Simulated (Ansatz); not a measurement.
Crystal: SiO.

```xyz
2
Lattice="2.8070 0.0000 0.0000 0.0000 2.8070 0.0000 0.0000 0.0000 2.8070" Properties=species:S:1:pos:R:3 pbc="T T T"
Si    0.0000    0.0000    0.0000
O     1.4035    1.4035    1.4035
```

The cell was built by a generator and needn't be a form met in nature.

- Program: Ansatz 0.2.0
- Task: relaxation of cell and atoms
- Functional: PBEsol
- Dispersion: D3(BJ)
- Potentials or basis: Ansatz PAW
- Cutoff: 420 eV (not typed: the program's choice for these potentials)
- k mesh: 9 × 9 × 9
- Occupations: fermi-dirac, width 0.05 eV
- Spin: no spin polarisation

At the start: volume 11.06 Å³/atom.

Problem. Where does the relaxation end?

Solution. It ends after 7 steps and the volume is 10.43 Å³/atom (-5.7 %); space group Pm-3m (No. 221, to 0.05 Å).

The path:
| step | energy change (eV) | largest force (eV/Å) | volume (Å³) |
| --- | --- | --- | --- |
| 1 | 0.0000 | 0.0000 | 22.12 |
| 2 | -0.0280 | 0.0000 | 21.23 |
| 3 | -0.0315 | 0.0000 | 20.84 |
| 4 | -0.0313 | 0.0000 | 20.90 |
| 5 | -0.0280 | 0.0000 | 20.90 |
| 6 | -0.0282 | 0.0000 | 20.86 |
| 7 | -0.0280 | 0.0000 | 20.86 |

Final structure:
```
CELL_PARAMETERS angstrom
2.75271 0.00000 0.00000
0.00000 2.75271 0.00000
0.00000 0.00000 2.75271
ATOMIC_POSITIONS crystal
Si 0.00000 0.00000 0.00000
O 0.50000 0.50000 0.50000
```

Caveat: the plane-wave basis is chosen anew once the cell has moved, so the energies of steps on either side of that aren't comparable; the pressure holds a Pulay correction of +0.6 GPa for the finite cutoff; pairwise dispersion overbinds metals, which lowers pressure and volume; the PAW data sets come from PBE, with cores solved anew for the run's functional, which leaves a small shift of forces and pressure.
